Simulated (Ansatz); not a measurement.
# Se2: the cost of one run

The runs use Ansatz 0.2.0, Gaussian basis; def2-QZVPP, all electrons in the functionals, frozen cores in the correlation of double hybrids and RPA.

Plan: PBE, BLYP, r2SCAN, B97M-V, PBE0, B3LYP, wB97M-V, B2PLYP, at charge 1, quartet; charge 1, doublet; charge 1, sextet.

6 further runs of the same task are left out: 1 that didn't finish, 5 set aside as unsound or not needed.

## Step 1: What is computed

The geometry is a PBE0/def2-TZVP stationary point (not a proven minimum). No spin-orbit coupling is included. The filled d shell of Se may be among the frozen orbitals whatever the setting's name suggests; the logs give the count.

2 atoms, charge 1, spin multiplicity 4.

Atoms are counted from 1 here; the program's logs count them from 0.

Bond lengths: Se1–Se2 2.310 Å.

As a file:

```tsv
atom	x (Å)	y (Å)	z (Å)
Se1	0.0000	0.0000	0.0000
Se2	0.0000	0.0000	2.3096
```

No dispersion term is added; B97M-V, wB97M-V hold VV10 nonlocal correlation. B3LYP takes the VWN-RPA correlation.

The geometry shown and the zero of energy belong to the point charge 1, quartet. The yardstick, RCCSD(T), and other wave-function levels (R restricted, U unrestricted, valence and pair active spaces) come from earlier runs.

## Step 2: PBE, charge 1, quartet

Contents of in.yaml:

```yaml
crystal:
  periodic: [false, false, false]
  atoms:
    - {symbol: Se, position_ang: [0.000000, 0.000000, 0.000000]}
    - {symbol: Se, position_ang: [0.000000, 0.000000, 2.309600]}
basis:
  gaussian: {orbitals: "def2-QZVPP.json"}
total_charge: 1
magnetization: {spin_polarized: true, initial_magnetization: 3}
hamiltonian: {xc: {name: PBE}}
output: {orbitals: {seedname: orbitals}}
```

Run with:

```
ansatz run in.yaml --threads 1 --pin off --events-out ev --progress --plain --max-ram 2393MiB
```

**Question.** How long does this run take on 1 thread of Arm Neoverse V1, shared host, and how much memory does it need?

About 9 s, with a peak of 0.35 GiB.
